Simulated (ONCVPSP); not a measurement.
**An ONCV potential for Tm, from input to tests**

Do these settings give a usable potential? It is generated, then checked for transferability, scattering, ghosts and hardness.

Program: ONCVPSP 4.0.1. Reference atom: PBE, scalar-relativistic, spherical and spin-unpolarised. All values are calculated.

## Step 1: The atom and the settings

The settings as typed:

```
element                 : thulium (Tm, Z = 69)
type                    : optimised norm-conserving Vanderbilt (ONCV)
frozen core             : [Kr] 4d10
valence charge          : 23
reference configuration : 4f13 5s2 5p6 6s1 6p1
partial waves           : 5s+6s: rc 1.70 bohr, ncon 4, nbas 7, qcut 7.3 1/bohr, 2 projectors; 5p+6p: rc 2.55 bohr, ncon 4, nbas 7, qcut 6.2 1/bohr, 2 projectors; d scattering state at 0.08 Ha: rc 2.15 bohr, ncon 3, nbas 7, qcut 4.5 1/bohr, 1 projector; 4f: rc 0.95 bohr, ncon 4, nbas 9, qcut 15.3 1/bohr, 3 projectors, debl 2.8 Ha
local potential         : polynomial inside 0.80 bohr (lpopt 5, dvloc0 2 Ha)
core correction         : polynomial model core, fcfact 0.2
```

The outer shells as boxes (Hund's rule for the drawing; the calculation is spin-unpolarised):

```
[Kr] core
4d [↑↓][↑↓][↑↓][↑↓][↑↓]
4f [↑↓][↑↓][↑↓][↑↓][↑↓][↑↓][↑ ]
5s [↑↓]
5p [↑↓][↑↓][↑↓]
6s [↑ ]
6p [↑ ][  ][  ]
```

## Step 2: Generating the potential

Tm.dat reads:

```
# ATOM AND REFERENCE CONFIGURATION
# atsym  z   nc   nv     iexc    psfile
  Tm 69.00    9    5        4      upf
#
#   n    l    f
    1    0    2.00
    2    0    2.00
    2    1    6.00
    3    0    2.00
    3    1    6.00
    3    2   10.00
    4    0    2.00
    4    1    6.00
    4    2   10.00
    4    3   13.00
    5    0    2.00
    5    1    6.00
    6    0    1.00
    6    1    1.00
#
# PSEUDOPOTENTIAL AND OPTIMIZATION
# lmax
    3
#
#   l,   rc,      ep,       ncon, nbas, qcut
    0    1.70    0.00    4    7    7.30
    1    2.55    0.00    4    7    6.20
    2    2.15    0.08    3    7    4.50
    3    0.95    0.00    4    9   15.30
#
# LOCAL POTENTIAL
# lloc, lpopt,  rc(5),   dvloc0
    4    5    0.80    2.00
#
# VANDERBILT-KLEINMAN-BYLANDER PROJECTORs
# l, nproj, debl
    0    2    2.80
    1    2    0.40
    2    1    1.80
    3    3    2.80
#
# MODEL CORE CHARGE
# icmod, fcfact, rcfact
    1    0.20    0.00
#
# LOG DERIVATIVE ANALYSIS
# epsh1, epsh2, depsh
   -4.00    5.00    0.02
#
# OUTPUT GRID
# rlmax, drl
    6.00    0.01
#
# TEST CONFIGURATIONS
# ncnf
    4
# nvcnf
#   n    l    f
    5
    4    3   13.00
    5    0    2.00
    5    1    6.00
    6    0    2.00
    6    1    0.00
#
    5
    4    3   13.00
    5    0    2.00
    5    1    6.00
    6    0    1.00
    6    1    0.00
#
    5
    4    3   13.00
    5    0    2.00
    5    1    6.00
    6    0    0.00
    6    1    0.00
#
    6
    4    3   13.00
    5    0    2.00
    5    1    6.00
    6    0    0.00
    6    1    0.00
    5    2    1.00
#
```

On the command line:

```sh
$ oncvpsp.x < Tm.dat > Tm.out
```

Q: Predict the outcome of this session. Wanted: cutoffs for 1 and 0.1 mHa per electron, occupied waves; bound ghosts; GHOST(+) flags; largest phase difference near zero energy, channels read; rms error of d²Exc/dn², without and with the model core; projector energies reset by the program.

As calculated:

```
                                                quantity                            value
  cutoffs for 1 and 0.1 mHa per electron, occupied waves                125 Ha and 388 Ha
                                            bound ghosts  s at -374.95 eV, p at -18.73 eV
                                          GHOST(+) flags               none at low energy
largest phase difference near zero energy, channels read                        0.003 rad
 rms error of d²Exc/dn², without and with the model core                3.93 and 1.56 mHa
                 projector energies reset by the program                      d: 0.050 Ha
```

A bound ghost (s, p) makes it unfit for use: electrons can fall into a state that the atom doesn't have. The potential is very hard: the looser tolerance needs 125 Ha. The tighter tolerance needs 388 Ha, and converged work needs a cutoff nearer that. At the looser tolerance the 4f wave is the slowest; 5s needs 19 Ha. Near zero energy the phases of the channels with partial waves agree within 0.003 rad. The pseudo curves have a pole with no partner nearby in the atom's: p at -0.69 Ha. All of this concerns the isolated atom, not yet a solid.
